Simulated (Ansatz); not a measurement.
**Molecular dynamics of Mg2CrWO6**

input.yaml

```yaml
accuracy: low
crystal:
  lattice:
    - [5.289662, 0.0, 0.0]
    - [-2.619749, 4.996737, 0.0]
    - [-0.026327, -2.822185, 8.721085]
  atoms:
    - { symbol: Mg, position: [0.577802, 0.145681, 0.853865] }
    - { symbol: Mg, position: [0.080136, 0.146759, 0.352366] }
    - { symbol: Mg, position: [0.833258, 0.643352, 0.605102] }
    - { symbol: Mg, position: [0.329158, 0.647809, 0.105031] }
    - { symbol: Cr, position: [0.268763, 0.528881, 0.753244], spin: 1.5 }
    - { symbol: Cr, position: [0.770511, 0.521488, 0.248921], spin: 1.5 }
    - { symbol: W, position: [0.520901, 0.026578, 0.501809] }
    - { symbol: W, position: [0.019206, 0.026896, 0.000936] }
    - { symbol: O, position: [0.728655, 0.807204, 0.445097] }
    - { symbol: O, position: [0.246767, 0.811209, 0.945628] }
    - { symbol: O, position: [0.277701, 0.81057, 0.643046] }
    - { symbol: O, position: [0.776947, 0.809867, 0.138734] }
    - { symbol: O, position: [0.21269, 0.81101, 0.309282] }
    - { symbol: O, position: [0.715754, 0.803877, 0.81308] }
    - { symbol: O, position: [0.360211, 0.302352, 0.558653] }
    - { symbol: O, position: [0.857828, 0.310451, 0.057365] }
    - { symbol: O, position: [0.827973, 0.309426, 0.696086] }
    - { symbol: O, position: [0.326006, 0.30819, 0.190942] }
    - { symbol: O, position: [0.799588, 0.313292, 0.39355] }
    - { symbol: O, position: [0.294188, 0.307399, 0.893338] }
magnetization:
  spin_polarized: true
basis:
  ecutwfc: 420.0
kpoints:
  mp_grid: { grid: [2, 2, 1] }
hamiltonian:
  xc: pbesol
scf:
  occupations: { method: fermi_dirac, width: 0.05 }
  lower_state_search: "off"
  max_iter: 58
md:
  timestep: 1
  n_steps: 200
  ensemble: nvt_nose_hoover
  temperature: 1400.0
  initial_velocities: zero
  seed: 691904
  nose_hoover: { tau: 100.0, chain_length: 1 }
```

Run as:

```bash
$ ansatz run input.yaml --threads 2 --pin off --max-ram 5120MiB --backend cpu --events-out ev --progress --plain --runs-dir out
```

It starts from an unrelaxed structure (largest force component 1.56 eV/Å).

Output, in part (step lines):

```
md step     0: t =     0.00 fs  T =     0.0 K  F+E_penalty+E_count = -41603.11669602 eV  E_kin = 0.000000 eV  conserved = -41603.11669602 eV  (29 SCF iters)
md step     1: t =     1.00 fs  T =     2.6 K  F+E_penalty+E_count = -41603.12311347 eV  E_kin = 0.006404 eV  conserved = -41603.11670986 eV  (6 SCF iters)
md step     2: t =     2.00 fs  T =    10.3 K  F+E_penalty+E_count = -41603.14214389 eV  E_kin = 0.025399 eV  conserved = -41603.11675099 eV  (7 SCF iters)
md step     3: t =     3.00 fs  T =    22.9 K  F+E_penalty+E_count = -41603.17312550 eV  E_kin = 0.056333 eV  conserved = -41603.11681888 eV  (9 SCF iters)
md step     4: t =     4.00 fs  T =    40.0 K  F+E_penalty+E_count = -41603.21496990 eV  E_kin = 0.098139 eV  conserved = -41603.11691225 eV  (9 SCF iters)
md step     5: t =     5.00 fs  T =    60.8 K  F+E_penalty+E_count = -41603.26618582 eV  E_kin = 0.149350 eV  conserved = -41603.11702872 eV  (9 SCF iters)
md step     6: t =     6.00 fs  T =    84.7 K  F+E_penalty+E_count = -41603.32491184 eV  E_kin = 0.208133 eV  conserved = -41603.11716569 eV  (9 SCF iters)
md step     7: t =     7.00 fs  T =   110.9 K  F+E_penalty+E_count = -41603.38895974 eV  E_kin = 0.272333 eV  conserved = -41603.11731996 eV  (9 SCF iters)
[... lines left out ...]
md step   200: t =   200.00 fs  T =   986.6 K  F+E_penalty+E_count = -41602.39616911 eV  E_kin = 2.423088 eV  conserved = -41603.11780768 eV  (10 SCF iters)
```

The steps, from the saved trajectory:

| time (fs) | T (K) | potential energy less start (eV) | conserved less start (meV/atom) |
| --- | --- | --- | --- |
| 0 | 0 | 0.000 | 0.00 |
| 6 | 85 | -0.208 | -0.02 |
| 12 | 238 | -0.581 | -0.07 |
| 18 | 251 | -0.602 | -0.09 |
| 24 | 91 | -0.199 | -0.01 |
| 30 | 53 | -0.103 | 0.01 |
| 36 | 225 | -0.515 | -0.07 |
| 42 | 285 | -0.632 | -0.08 |
| 48 | 143 | -0.256 | -0.02 |
| 54 | 22 | 0.050 | 0.02 |
| 60 | 97 | -0.128 | 0.00 |
| 66 | 286 | -0.560 | -0.06 |
| 72 | 316 | -0.577 | -0.08 |
| 78 | 111 | -0.028 | 0.03 |
| 84 | 73 | 0.080 | 0.05 |
| 90 | 306 | -0.453 | -0.07 |
| 96 | 368 | -0.519 | -0.05 |
| 102 | 187 | 0.002 | 0.03 |
| 108 | 41 | 0.388 | 0.08 |
| 114 | 141 | 0.160 | 0.05 |
| 120 | 425 | -0.453 | -0.03 |
| 126 | 545 | -0.586 | -0.07 |
| 132 | 263 | 0.247 | 0.07 |
| 138 | 95 | 0.709 | 0.17 |
| 144 | 440 | -0.055 | -0.02 |
| 150 | 645 | -0.346 | -0.11 |
| 156 | 422 | 0.417 | 0.04 |
| 162 | 107 | 1.290 | 0.16 |
| 168 | 205 | 1.095 | 0.12 |
| 174 | 665 | 0.143 | 0.05 |
| 180 | 995 | -0.298 | -0.11 |
| 186 | 726 | 0.765 | 0.04 |
| 192 | 354 | 1.903 | 0.29 |
| 198 | 797 | 1.050 | 0.01 |

All steps were run. The conserved energy stayed within 0.3 meV per atom of its start (net change -0.056 meV per atom), so the integration is sound. The mean temperature of the second half is 70 % below the set value. A run of 0.2 ps of so small a system gives no equilibrium averages. No Hubbard correction was used and the magnetic state wasn't searched. Limits of this set-up: coarse k mesh, low accuracy level.

Mean squared displacements from the first frame to the last, about the centre of mass: Mg 0.01 Å², Cr 0.01 Å², W 0.00 Å², O 0.03 Å².

Last frame:

```xyz
20
Lattice="5.2897 0.0000 0.0000 -2.6197 4.9967 0.0000 -0.0263 -2.8222 8.7211" Properties=species:S:1:pos:R:3
Mg 2.663 -1.758 7.382
Mg 0.021 -0.356 3.059
Mg 2.639 1.601 5.250
Mg 0.087 2.968 0.915
Cr 0.013 0.548 6.548
Cr 2.687 1.994 2.228
W 2.659 -1.275 4.379
W 0.048 0.132 0.028
O 1.624 2.821 3.996
O -1.024 1.362 8.330
O -0.768 2.329 5.410
O 1.931 3.755 1.052
O -0.835 3.179 2.779
O 1.880 1.851 7.137
O 1.127 -0.126 4.816
O 3.768 1.274 0.375
O 3.542 -0.554 6.030
O 0.847 0.859 1.678
O 3.393 0.287 3.392
O 0.826 -1.138 7.854
```

Run time: 12 min on 2 threads of Intel(R) Xeon(R) Gold 6455B (Sapphire Rapids) (shared host), peak memory 1.2 GiB.
